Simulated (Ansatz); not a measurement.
# Ru4C: the cost of one run

Method: DFT LDA, scalar-relativistic, plane waves, PAW, in Ansatz 0.2.0.

5 further runs of the same task are left out: 1 that didn't finish, 4 set aside as unsound or not needed. Runs told in other sessions of the task aren't counted.

### 1 The structure to begin with

It takes space group P1 (No. 1, triclinic). Conventional cell: a = 2.674 Å, b = 2.674 Å, c = 23.262 Å, α = 90.00°, β = 90.00°, γ = 120.00°. Around Ru (site symmetry 1) lie 9 Ru at 2.62 to 2.67 Å. Around Ru (site symmetry 1) lie 12 Ru at 2.61 to 2.67 Å. Ru (site symmetry 1) has 12 Ru at 2.56 to 2.67 Å in its first shell of neighbours. Ru (site symmetry 1) has 1 C at 1.90 Å in its first shell of neighbours. Around C (site symmetry 1) lie 1 Ru at 1.90 Å.

Structure file:

```cif
data_structure
_symmetry_space_group_name_H-M 'P1'
_symmetry_Int_Tables_number 1
_cell_length_a 2.6741
_cell_length_b 2.6741
_cell_length_c 23.2622
_cell_angle_alpha 90.000
_cell_angle_beta 90.000
_cell_angle_gamma 120.000
_cell_volume 144.05
loop_
_atom_site_label
_atom_site_type_symbol
_atom_site_symmetry_multiplicity
_atom_site_Wyckoff_symbol
_atom_site_fract_x
_atom_site_fract_y
_atom_site_fract_z
_atom_site_occupancy
Ru1 Ru 1 a 0.66667 0.33333 0.17195 1
Ru2 Ru 1 a 0.33333 0.66667 0.26280 1
Ru3 Ru 1 a 0.66667 0.33333 0.35328 1
Ru4 Ru 1 a 0.33333 0.66667 0.44115 1
C1 C 1 a 0.66667 0.66667 0.51337 1
```

This is the geometry of the first run shown, built on a cell relaxed beforehand with the same method.

### 2 The scan

Atoms count from 1 in the order of the input.

C is moved along a line over the surface and along the normal, above a rigid substrate.

- position of C5 along the first surface vector, from above Ru4: 6 values from 0.00 to 2.23 Å, periodic
- height of C5 above the plane of Ru4: 7 values from 1.33 to 3.97 Å

Nothing else is relaxed. Points are written as (first, second).

### 3 The run at (0.89 Å, 1.68 Å)

The cell repeats along c, and a dipole correction in the vacuum removes the field between the copies.

File input.yaml:

```yaml
crystal:
  lattice:
    - [2.6740588489, 0.0, 0.0]
    - [-1.3370294244, 2.3158028943, 0.0]
    - [0.0, 0.0, 23.2622039167]
  atoms:
    - { symbol: Ru, position: [0.6666666667, 0.3333333333, 0.1719527528] }
    - { symbol: Ru, position: [0.3333333333, 0.6666666667, 0.2628031512] }
    - { symbol: Ru, position: [0.6666666667, 0.3333333333, 0.3532811882] }
    - { symbol: Ru, position: [0.3333333333, 0.6666666667, 0.4411535534] }
    - { symbol: C, position: [0.6666666667, 0.6666666667, 0.5133737095], spin: 2.0 }
basis:
  ecutwfc: 420
kpoints:
  mp_grid: { grid: [12, 12, 1] }
hamiltonian:
  xc: lda
  pseudopotentials: { kind: paw, azcp: { folder: soft_1 } }
scf:
  occupations: { method: gaussian, width: 0.1 }
output:
  forces: true
  eigenvalues: true
  populations: true
magnetization:
  spin_polarized: true
efield:
  axis: 3
  dipole_correction: true
  ramp_width: 0.04
```

The run is started by

```bash
$ ansatz run input.yaml --threads 1 --pin off --max-ram 3072MiB --backend cpu --events-out ev --progress --plain --runs-dir out
```

Q: Estimate wall time and peak memory on 1 thread of Arm Neoverse N1, shared host.

About 4.3 min, with a peak of 0.75 GiB.
